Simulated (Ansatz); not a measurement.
Runs of Ansatz 0.2.0 on CsLiCr2Te2S3. The structure is monoclinic, space group C2/m (No. 12). Conventional cell: a = 14.579 Å, b = 4.209 Å, c = 7.709 Å, α = 90.00°, β = 109.04°, γ = 90.00°. Cs (site symmetry 2/m) has 6 S at 3.84 to 3.85 Å and 6 Te at 4.08 to 4.23 Å and 2 Cs at 4.21 Å and 2 Cr at 4.27 Å and 4 Li at 4.39 Å as nearest neighbours. Li (site symmetry 2/m) has 2 S at 2.10 Å as nearest neighbours. Around Cr (site symmetry m) lie 4 S at 2.33 to 2.46 Å. Around Te (site symmetry m) lie 2 Cr at 2.84 Å and 1 Li at 3.10 Å and 1 S at 3.19 Å. S (site symmetry m) is surrounded by 3 Cr at 2.33 to 2.46 Å. S (site symmetry 2/m) has 2 Li at 2.10 Å and 2 Cr at 2.38 Å as nearest neighbours. The cell was built by a generator and needn't be a form met in nature.

```tsv
task	level	cell	k mesh	cutoff (eV)	points for each segment of the path	gap on the mesh (eV)	pressure (GPa)	moment (μB)	relaxed volume (Å³/atom)	largest force (eV/Å)
band structure	r2SCAN	as given	7 × 7 × 4	500	10	none	0.3	5.56	-	0.22
relaxation of cell and atoms	revPBE	relaxed	5 × 5 × 3	420	-	none	0.0	5.28	26.21	0.01
relaxation of cell and atoms	r2SCAN	relaxed	5 × 5 × 3	500	-	none	0.0	5.98	(b)	0.01
band structure	revPBE	as given	7 × 7 × 4	420	10	none	(c)	(a)	-	0.10
```

Alike in all rows: potentials or basis Ansatz PAW; spin collinear, ferromagnetic start; smearing fermi-dirac 0.05 eV.

Q: Estimate the missing entries.

A: (a) 5.26; (b) 24.46; (c) 1.6.

Caveats: only a ferromagnetic start was run, and an antiferromagnetic order may lie lower in energy; the PAW data sets come from PBE, with cores solved anew for the run's functional, which leaves a small shift of forces and pressure; the magnetic or orbital state may not be the lowest (some runs); spin-orbit coupling is left out, which moves the levels of the heavy elements (some runs); the plane-wave basis is chosen anew once the cell has moved, so the energies of steps on either side of that aren't comparable (some runs).

A k mesh can miss the band edges, and the runs leave out spin-orbit coupling on Cs, Te.

A gap of «none» marks a metal or a gap under the smearing width.

Runs at the PBE level aren't shown here.
